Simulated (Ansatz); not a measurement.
Relaxation of a periodic cell of 41 atoms, Sr₈Ti₈GeO₂₄ (host SrTiO3, host structure Pm-3m, interstitial Ge), to a largest force component of 0.03 eV/Å in at most 60 steps.

Level of theory: Ansatz 0.2.0, DFT PBE, scalar-relativistic, plane waves, PAW. Settings: PAW set soft_1, cutoff 420 eV, k mesh 2x2x2, gaussian smearing 0.02 eV, no spin polarisation.

```xyz
41
Lattice="7.8100 0.0000 0.0000 0.0000 7.8100 0.0000 0.0000 0.0000 7.8100" Properties=species:S:1:pos:R:3
Sr 0.000 0.000 0.000
Ti 1.952 1.952 1.952
O 0.000 1.952 1.952
O 1.952 0.000 1.952
O 1.952 1.952 0.000
Sr 0.000 0.000 3.905
Ti 1.952 1.952 5.857
O 0.000 1.952 5.857
O 1.952 0.000 5.857
O 1.952 1.952 3.905
Sr 0.000 3.905 0.000
Ti 1.952 5.857 1.952
O 0.000 5.857 1.952
O 1.952 3.905 1.952
O 1.952 5.857 0.000
Sr 0.000 3.905 3.905
Ti 1.952 5.857 5.857
O 0.000 5.857 5.857
O 1.952 3.905 5.857
O 1.952 5.857 3.905
Sr 3.905 0.000 0.000
Ti 5.857 1.952 1.952
O 3.905 1.952 1.952
O 5.857 0.000 1.952
O 5.857 1.952 0.000
Sr 3.905 0.000 3.905
Ti 5.857 1.952 5.857
O 3.905 1.952 5.857
O 5.857 0.000 5.857
O 5.857 1.952 3.905
Sr 3.905 3.905 0.000
Ti 5.857 5.857 1.952
O 3.905 5.857 1.952
O 5.857 3.905 1.952
O 5.857 5.857 0.000
Sr 3.905 3.905 3.905
Ti 5.857 5.857 5.857
O 3.905 5.857 5.857
O 5.857 3.905 5.857
O 5.857 5.857 3.905
Ge 0.026 3.962 2.010
```

Where does it end, and by what steps?

The forces met the threshold. The force dipped under the threshold on the way, but the program's further checks kept it going. Limits of this set-up: coarse k mesh, a small cell, in which the defect meets its images, a typed lattice constant that wasn't relaxed here. After 20 steps the energy has fallen by 12.305 eV; Sr16 moved furthest, 0.93 Å. The start is strongly strained (largest force component 24 eV/Å), so its close contacts needn't be bonds. Parted: O3–Sr16 (2.76 → 3.58 Å), O3–Ge41 (2.01 → 2.68 Å), O13–Sr16 (2.76 → 3.94 Å), O14–Sr16 (2.76 → 3.94 Å), Sr16–O34 (2.76 → 3.58 Å), O34–Ge41 (1.98 → 2.68 Å). Joined: Sr6–Ge41 (4.29 → 3.70 Å), O20–Ge41 (3.30 → 1.99 Å), Sr36–Ge41 (4.32 → 3.70 Å).

```json
{"step": "0", "energy less start (eV)": "0.0000", "largest force component (eV/Å)": "24.084", "accepted": "yes"}
{"step": "1", "energy less start (eV)": "-6.2742", "largest force component (eV/Å)": "12.089", "accepted": "yes"}
{"step": "2", "energy less start (eV)": "-9.7180", "largest force component (eV/Å)": "5.267", "accepted": "yes"}
{"step": "3", "energy less start (eV)": "-10.4303", "largest force component (eV/Å)": "2.788", "accepted": "yes"}
{"step": "4", "energy less start (eV)": "-10.9719", "largest force component (eV/Å)": "1.228", "accepted": "yes"}
{"step": "5", "energy less start (eV)": "-10.9210", "largest force component (eV/Å)": "1.047", "accepted": "no"}
{"step": "6", "energy less start (eV)": "-11.1579", "largest force component (eV/Å)": "0.315", "accepted": "yes"}
{"step": "7", "energy less start (eV)": "-11.2518", "largest force component (eV/Å)": "0.527", "accepted": "yes"}
{"step": "8", "energy less start (eV)": "-11.5166", "largest force component (eV/Å)": "0.987", "accepted": "yes"}
{"step": "9", "energy less start (eV)": "-11.7136", "largest force component (eV/Å)": "1.950", "accepted": "yes"}
{"step": "10", "energy less start (eV)": "-12.0277", "largest force component (eV/Å)": "0.467", "accepted": "yes"}
{"step": "11", "energy less start (eV)": "-12.0439", "largest force component (eV/Å)": "0.326", "accepted": "yes"}
{"step": "12", "energy less start (eV)": "-12.0466", "largest force component (eV/Å)": "0.685", "accepted": "yes"}
{"step": "13", "energy less start (eV)": "-12.1070", "largest force component (eV/Å)": "0.428", "accepted": "yes"}
{"step": "14", "energy less start (eV)": "-12.1483", "largest force component (eV/Å)": "0.555", "accepted": "yes"}
{"step": "15", "energy less start (eV)": "-12.1315", "largest force component (eV/Å)": "0.915", "accepted": "no"}
{"step": "16", "energy less start (eV)": "-12.2527", "largest force component (eV/Å)": "0.198", "accepted": "yes"}
{"step": "17", "energy less start (eV)": "-12.2889", "largest force component (eV/Å)": "0.248", "accepted": "yes"}
{"step": "18", "energy less start (eV)": "-12.2996", "largest force component (eV/Å)": "0.134", "accepted": "yes"}
{"step": "19", "energy less start (eV)": "-12.3053", "largest force component (eV/Å)": "0.017", "accepted": "yes"}
{"step": "20", "energy less start (eV)": "-12.3053", "largest force component (eV/Å)": "0.017", "accepted": "yes"}
```

```xyz
41
Lattice="7.8100 0.0000 0.0000 0.0000 7.8100 0.0000 0.0000 0.0000 7.8100" Properties=species:S:1:pos:R:3
Sr -0.059 0.007 -0.051
Ti 1.956 1.938 1.948
O 0.010 1.890 1.766
O 2.010 0.045 2.167
O 2.050 1.698 -0.023
Sr -0.039 0.003 3.898
Ti 1.952 1.858 5.868
O -0.037 1.789 6.026
O 1.924 -0.046 5.517
O 1.817 2.205 3.879
Sr -0.164 3.740 -0.080
Ti 2.179 6.084 1.749
O 0.084 5.926 1.531
O 2.019 3.989 1.534
O 2.269 6.172 -0.102
Sr -0.152 3.754 4.813
Ti 1.943 5.849 5.825
O -0.018 5.848 6.084
O 1.943 3.887 6.081
O 1.640 5.547 3.720
Sr 4.011 0.108 -0.004
Ti 5.881 1.976 1.985
O 3.896 1.982 2.043
O 5.886 -0.008 2.042
O 5.751 1.846 0.001
Sr 3.961 0.057 3.892
Ti 5.756 1.852 5.888
O 3.862 1.881 5.755
O 5.787 -0.043 5.754
O 5.939 2.034 3.928
Sr 3.911 3.846 -0.049
Ti 5.842 5.862 1.947
O 3.950 5.916 2.168
O 5.794 3.916 1.765
O 5.601 5.956 -0.023
Sr 3.906 3.866 3.898
Ti 5.762 5.858 5.868
O 3.859 5.831 5.516
O 5.693 3.869 6.026
O 6.110 5.723 3.879
Ge 0.503 4.411 2.543
```

Whether the end is a true minimum wasn't checked by a vibrational analysis.

Time of the run: 5.2 min on 4 threads of Arm Neoverse V2, on a shared host, peak memory 2.4 GiB.
